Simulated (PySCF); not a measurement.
# SVWN5/def2-TZVPP (core potential) run of InF (SMILES [F][In])

What is the energy change on altering one bond length of InF at SVWN5/def2-TZVPP (core potential)? Input form: a Python script.

The results are computed with PySCF 2.14.0.

4 further runs of the same task are left out: 4 set aside as unsound or not needed.

## Step 1: The structure to begin with

The species is InF (2 atoms), meant as a singlet with charge 0. SMILES: `[F][In]`. The coordinates come from a PBE0-D4/def2-TZVP relaxation.

Bond lengths: F1–In2 1.994 Å.

## Step 2: The energy at SVWN5/def2-TZVPP (core potential)

Contents of calc.py:

```python
# InF
from pyscf import gto, dft

mol = gto.M(
    atom=[
    ('F', (0.000000, 0.000000, 0.015910)),
    ('In', (-0.000000, -0.000000, 2.009580)),
],
    charge=0,
    max_memory=1860,
    verbose=3,
    ecp={'In': 'def2-svp'},
    basis='def2-tzvpp',
)

myscf = dft.RKS(mol, xc='svwn')
myscf.conv_tol = 1e-10
myscf.grids.level = 5
myscf.kernel()
if not myscf.converged:
    myscf = myscf.newton().run(myscf.mo_coeff, myscf.mo_occ)

e_final = myscf.e_tot
print(f'total energy: {e_final:.8f} hartree')
```

Command:

```
OMP_NUM_THREADS=1 python calc.py
```

Output:

```text
converged SCF energy = -289.146006011386
total energy: -289.14600601 hartree
```

It took 4.5 s on 1 thread of Arm Neoverse V1, shared host; peak memory 0.25 GiB.

## Step 3: The distorted shape, same level

Contents of job.py:

```python
from pyscf import gto, dft

mol = gto.Mole()
mol.atom = '''
F      0.000000     0.000000    -1.100236
In     0.000000     0.000000     3.797556
'''
mol.spin = 0
mol.basis = 'def2-tzvpp'
mol.verbose = 3
mol.ecp = {'In': 'def2-svp'}
mol.max_memory = 1860
mol.unit = 'bohr'
mol.build()

calc0 = dft.RKS(mol)
calc0.xc = 'svwn'
calc0.conv_tol = 1e-10
calc0.grids.level = 5
calc0.kernel()
if not calc0.converged:
    calc0 = calc0.newton().run(calc0.mo_coeff, calc0.mo_occ)

energy = calc0.e_tot
print('E(%s) = %.9f' % ('SVWN5', energy))
```

Command:

```
OMP_NUM_THREADS=1 python job.py
```

Output:

```text
converged SCF energy = -289.096708054159
E(SVWN5) = -289.096708054
```

Wall time 4.8 s (1 thread of Arm Neoverse V1, shared host); peak memory 0.25 GiB.

## Step 4: Summary of results

At SVWN5/def2-TZVPP (core potential):

| quantity | value |
| --- | --- |
| first shape: total energy | -289.14601 Eh |
| first shape: dipole moment | 3.10 D |
| first shape: HOMO energy | -6.74 eV |
| first shape: LUMO energy | -2.43 eV |
| first shape: HOMO–LUMO gap | 4.31 eV |
| distorted shape: total energy | -289.09671 Eh |
| distorted shape: dipole moment | 6.47 D |
| distorted shape: HOMO energy | -5.89 eV |
| distorted shape: LUMO energy | -3.18 eV |
| distorted shape: HOMO–LUMO gap | 2.71 eV |
| energy change with the F1–In2 bond stretched from 1.994 to 2.592 Å | 1.341 eV |

With the F1–In2 bond stretched from 1.994 to 2.592 Å the energy rises by 1.34 eV (129 kJ/mol). The first shape isn't relaxed at this level, so the change isn't measured from a minimum.
